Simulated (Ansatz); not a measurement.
# Ta2Al3: the cost of one run

Computed with Ansatz 0.2.0 (DFT PBE, scalar-relativistic, plane waves, PAW, unless a step's input says otherwise).

## 1. The structure to begin with

Symmetry: P-3m1, No. 164, trigonal system. Conventional cell: a = 4.091 Å, b = 4.091 Å, c = 4.962 Å, α = 90.00°, β = 90.00°, γ = 120.00°. Around Ta (site symmetry 3m) lie 8 Al at 2.47 to 2.60 Å and 3 Ta at 2.75 Å. Around Al (site symmetry 3m) lie 5 Ta at 2.47 to 2.60 Å and 3 Al at 2.74 Å. Around Al (site symmetry -3m) lie 6 Ta at 2.47 Å.

Coordinates:

```cif
data_structure
_symmetry_space_group_name_H-M 'P-3m1'
_symmetry_Int_Tables_number 164
_cell_length_a 4.0911
_cell_length_b 4.0911
_cell_length_c 4.9621
_cell_angle_alpha 90.000
_cell_angle_beta 90.000
_cell_angle_gamma 120.000
_cell_volume 71.92
loop_
_atom_site_label
_atom_site_type_symbol
_atom_site_symmetry_multiplicity
_atom_site_Wyckoff_symbol
_atom_site_fract_x
_atom_site_fract_y
_atom_site_fract_z
_atom_site_occupancy
Ta1 Ta 2 d 0.66667 0.33333 0.85756 1
Al1 Al 2 d 0.66667 0.33333 0.36004 1
Al2 Al 1 a 0.00000 0.00000 0.00000 1
```

Recipe of the guess: species swapped into a database cell of Ga3Ni2 (P-3m1, No. 164), with Al on the Ga sites and Ta on the Ni sites. Lengths come from tabulated atomic sizes and are only a guess.

## 2. Probe: one point on a coarse mesh

Contents of input.yaml:

```yaml
crystal:
  lattice:
    - [4.09105636, 0.0, 0.0]
    - [-2.04552818, 3.54295873, 0.0]
    - [0.0, 0.0, 4.96210676]
  atoms:
    - { symbol: Ta, position: [0.66666667, 0.33333333, 0.85756034] }
    - { symbol: Ta, position: [0.33333333, 0.66666667, 0.14243966] }
    - { symbol: Al, position: [0.66666667, 0.33333333, 0.36004052] }
    - { symbol: Al, position: [0.33333333, 0.66666667, 0.63995948] }
    - { symbol: Al, position: [0.0, 0.0, 0.0] }
basis:
  ecutwfc: 420
kpoints:
  mp_grid: { grid: [6, 6, 4] }
hamiltonian:
  xc: pbe
scf:
  occupations: { method: gaussian, width: 0.1 }
  lower_state_search: "off"
output:
  forces: true
  stress: true
  eigenvalues: true
```

Run with:

```sh
ansatz run input.yaml --threads 1 --pin off --max-ram 2560MiB --backend cpu --events-out ev --progress --plain --runs-dir out
```

**Question.** How long does this run take on 1 thread of Arm Neoverse V1, shared host, and how much memory does it need?

About 2.4 s, with a peak of 0.33 GiB.
